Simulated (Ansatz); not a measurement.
The system is ScSi2.

```xyz
3
Lattice="3.6600 0.0000 0.0000 -1.8300 3.1697 0.0000 0.0000 0.0000 3.8700" Properties=species:S:1:pos:R:3 pbc="T T T"
Sc    0.0000    0.0000    0.0000
Si    1.8300    1.0566    1.9350
Si    0.0000    2.1131    1.9350
```

| Property | Result |
| --- | --- |
| Program | Ansatz 0.2.0 |
| Task | single point |
| Functional | PBE |
| Potentials or basis | all-electron LAPW, scalar-relativistic |
| Cutoff | 301 eV (chosen from the basis error) |
| Basis error allowed | 0.001 eV/atom |
| k mesh | 8 × 8 × 7 |
| Occupations | fermi-dirac, width 0.05 eV |
| Spin | no spin polarisation |

On this cell: pressure 25.0 GPa; largest force under 0.003 eV/Å; band gap on the k mesh none (metal or under the smearing width).

The same run follows on a disturbed copy (atoms moved at random, drawn with an rms of 0.05 Å):

```
Sc Si
1.0
     3.66000    0.00000    0.00000
    -1.83000    3.16965    0.00000
     0.00000    0.00000    3.87000
Sc Si
1 2
Direct
  0.99981 0.00282 0.98772
  0.67459 0.34644 0.50953
  0.32321 0.67437 0.50000
```

Question: What changes?

Answer: The energy (extrapolated to zero smearing) moves by +23.0 meV/atom; pressure 25.5 GPa; largest force 1.669 eV/Å; band gap on the k mesh none (metal or under the smearing width).

Forces in eV/Å, atoms in the order of the input:
```
Sc  -0.088  0.127  0.641
Si  -1.463 -0.606 -0.250
Si   1.550  0.479 -0.390
```

Stress tensor (GPa, compression positive):
```
39.60  5.51 -0.21
 5.51 35.92  0.12
-0.21  0.12  1.11
```

Caveats: so large a pressure means that the cell lies far from this level's equilibrium, or that cutoff or potentials fall short (some runs).

The runs don't all hold the same shells in valence.
